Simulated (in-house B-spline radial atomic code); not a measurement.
# Tb¹⁹⁺: RPA and G0W0 on different mean-field starts

Aim: see how far the highest quasi-particle level and the RPA correlation energy of Tb¹⁹⁺ depend on the orbitals that they are built on.

Program: an in-house B-spline radial atomic code, version 1. Level of theory: RPA, second order, AC-SOSEX and G0W0 (contour deformation) on a scalar-relativistic mean field, all electrons; no spin-orbit coupling, Breit or QED terms, no two-electron picture change. These are calculated values, not measurements, unless marked.

## Step 1: The atom as given

```
element       : terbium (Z = 65)
charge        : +19
electrons     : 46
configuration : [Kr] 4d10
Hamiltonian   : scalar-relativistic (spin-free one-electron X2C), finite nucleus
starts        : Hartree-Fock, PBE, LC-ωPBE, HSE06, SCAN
```

The outer shells:

Tb19+
```
[Kr] core
4d [↑↓][↑↓][↑↓][↑↓][↑↓]
```

## Step 2: Hartree-Fock start

Settings of the run:

```ini
Z = 65
electrons = 46.0
configuration = [Kr] 4d10
hamiltonian = x2c
method = hf
lmax = 9
rms_radius = 5.06
spin_polarised = False
box_radius = 4.23
intervals = 63
```

Started as:

```sh
$ python run_gw.py task.json out
```

The settings of every run stand in task.json; they run in order.

After this run come: PBE start; LC-ωPBE start; HSE06 start; SCAN start.

What does the calculation give? Wanted: highest level, mean field; highest level, G0W0; RPA correlation energy; RPA+SOSEX.

As calculated:

| quantity | value |
| --- | --- |
| highest level, mean field (range over the runs) | -618.44 to -597.95 eV |
| highest level, G0W0 (range over the runs) | -618.81 to -618.34 eV |
| RPA correlation energy | -3.947 to -3.732 hartree |
| RPA+SOSEX | -2.8174 to -2.6600 hartree |
| tabulated theoretical ionisation energy (4d shell) | 613.00 ± 4 eV (NIST Atomic Spectra Database, ionization energies) |
| G0W0 removal energy less that value | +5.34 to +5.81 eV |

Across the starts the mean-field level varies by 20.5 eV and the G0W0 level by 0.47 eV (2.3 % as much). On the semilocal starts the correction is downwards, 19 to 20 eV, since their self-interaction lifts occupied levels. RPA gives the most correlation on PBE and the least on Hartree-Fock (5.4 % apart); over the runs it loosely follows the gap of the start, as smaller excitation energies give more correlation. The tabulated theoretical ionisation energy is 613.00 ± 4 eV. G0W0 is off by about +5.48 eV (+0.89 %) in every run shown, whatever the start. The tabulated value's own uncertainty covers most of the miss, so the miss is not established. Read as a removal energy, the bare PBE level is off by -15.0 eV (-2.5 %) and the nearest bare level, Hartree-Fock's, by +5.44 eV. Spin-orbit coupling, which splits the 4d shell strongly in so heavy an element, is left out.
